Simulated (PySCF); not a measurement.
# SVWN5/6-31G(d) (spherical functions) run of C4H12Si (tetramethylsilane)

What is the energy change on altering one bond length of C4H12Si (tetramethylsilane) at SVWN5/6-31G* (spherical functions)? 

The calculation is run with PySCF 2.14.0.

### 1 The system as given

The species is C4H12Si (17 atoms), meant as a singlet with charge 0. SMILES: `C[Si](C)(C)C`. The shape is that of a GFN2-xTB optimisation.

Bond lengths: C1–Si2 1.909 Å, Si2–C3 1.909 Å, Si2–C4 1.909 Å, Si2–C5 1.909 Å, C1–H6 1.086 Å, C1–H7 1.086 Å, C1–H8 1.086 Å, C3–H9 1.086 Å, C3–H10 1.086 Å, C3–H11 1.086 Å, C4–H12 1.086 Å, C4–H13 1.086 Å, C4–H14 1.086 Å, C5–H15 1.086 Å, C5–H16 1.086 Å, C5–H17 1.086 Å. Some angles: C1–Si2–C3 109.5°, C1–Si2–C4 109.4°, C1–Si2–C5 109.5°, C3–Si2–C4 109.4°, C3–Si2–C5 109.5°, C4–Si2–C5 109.6°, Si2–C1–H6 111.4°, Si2–C1–H7 111.4°, Si2–C1–H8 111.3°, Si2–C3–H9 111.4°.

### 2 A single-point energy at SVWN5/6-31G(d) (spherical functions)

geometry.xyz reads:

```xyz
17

C     -0.375850     0.872220    -1.655880
Si    -0.000640     0.000450     0.000860
C      1.650190     0.652030     0.704300
C      0.131420    -1.882010    -0.289990
C     -1.406410     0.358090     1.242380
H     -0.454890     1.947720    -1.529400
H     -1.311340     0.524280    -2.083490
H      0.405760     0.685710    -2.386350
H      1.900210     0.165480     1.642360
H      1.606810     1.720680     0.892120
H      2.470870     0.474510     0.015710
H      0.343690    -2.411910     0.633680
H      0.925640    -2.118230    -0.991930
H     -0.792050    -2.286070    -0.693810
H     -2.362380     0.000140     0.872070
H     -1.224050    -0.125960     2.197140
H     -1.506980     1.422890     1.430230
```

input.py reads:

```python
from pyscf import gto, dft

mol = gto.M(
    atom='geometry.xyz',
    basis='6-31g*',
    verbose=3,
    max_memory=1860,
)

calc0 = dft.RKS(mol)
calc0.xc = 'svwn'
calc0.grids.level = 5
calc0.conv_tol = 1e-10
calc0.kernel()
if not calc0.converged:
    calc0 = calc0.newton().run(calc0.mo_coeff, calc0.mo_occ)

e_final = calc0.e_tot
print('E = %.10f Eh' % e_final)
```

Started as:

```
$ OMP_NUM_THREADS=1 python input.py
```

Standard output:

```text
converged SCF energy = -446.43771666652
E = -446.4377166665 Eh
```

Wall time 25 s (1 thread of Arm Neoverse V1, shared host); peak memory 0.35 GiB.

### 3 The distorted shape, same level

calc.py reads:

```python
from pyscf import gto, dft

mol = gto.M(
    atom=[
    ('C', (-0.430552, 1.017418, -1.942274)),
    ('Si', (-0.055342, 0.145648, -0.285534)),
    ('C', (1.595488, 0.797228, 0.417906)),
    ('C', (0.076718, -1.736812, -0.576384)),
    ('C', (-1.461112, 0.503288, 0.955986)),
    ('H', (-0.509592, 2.092918, -1.815794)),
    ('H', (-1.366042, 0.669478, -2.369884)),
    ('H', (0.351058, 0.830908, -2.672744)),
    ('H', (1.845508, 0.310678, 1.355966)),
    ('H', (1.552108, 1.865878, 0.605726)),
    ('H', (2.416168, 0.619708, -0.270684)),
    ('H', (0.288988, -2.266712, 0.347286)),
    ('H', (0.870938, -1.973032, -1.278324)),
    ('H', (-0.846752, -2.140872, -0.980204)),
    ('H', (-2.417082, 0.145338, 0.585676)),
    ('H', (-1.224050, -0.125960, 2.197140)),
    ('H', (-1.561682, 1.568088, 1.143836)),
],
    max_memory=1860,
    basis='6-31g*',
    verbose=3,
    charge=0,
    spin=0,
)

mf = dft.RKS(mol)
mf.xc = 'svwn'
mf.conv_tol = 1e-10
mf.grids.level = 5
mf.kernel()
if not mf.converged:
    mf = mf.newton().run(mf.mo_coeff, mf.mo_occ)

energy = mf.e_tot
print(f'total energy: {energy:.8f} hartree')
```

Started as:

```
$ OMP_NUM_THREADS=1 python calc.py
```

Standard output:

```text
converged SCF energy = -446.406001249356
total energy: -446.40600125 hartree
```

Run time: 29 s. Hardware: 1 thread of Arm Neoverse V1, shared host; peak memory 0.35 GiB.

### 4 Results

At SVWN5/6-31G* (spherical functions):

```
                                                          quantity          value
                                         first shape: total energy  -446.43772 Eh
                                        first shape: dipole moment         0.00 D
                                          first shape: HOMO energy       -6.76 eV
                                          first shape: LUMO energy        1.39 eV
                                        first shape: HOMO–LUMO gap        8.15 eV
                                     distorted shape: total energy  -446.40600 Eh
                                    distorted shape: dipole moment         0.25 D
                                      distorted shape: HOMO energy       -6.75 eV
                                      distorted shape: LUMO energy        0.46 eV
                                    distorted shape: HOMO–LUMO gap        7.21 eV
energy change with the C5–H16 bond stretched from 1.086 to 1.412 Å       0.863 eV
```

What this shows: With the C5–H16 bond stretched from 1.086 to 1.412 Å the energy rises by 0.86 eV (19.9 kcal/mol). The first shape isn't relaxed at this level, so the change isn't measured from a minimum. Mulliken charges (distorted shape) run from -0.71 on C1 to +0.53 on Si2; they depend strongly on the basis.
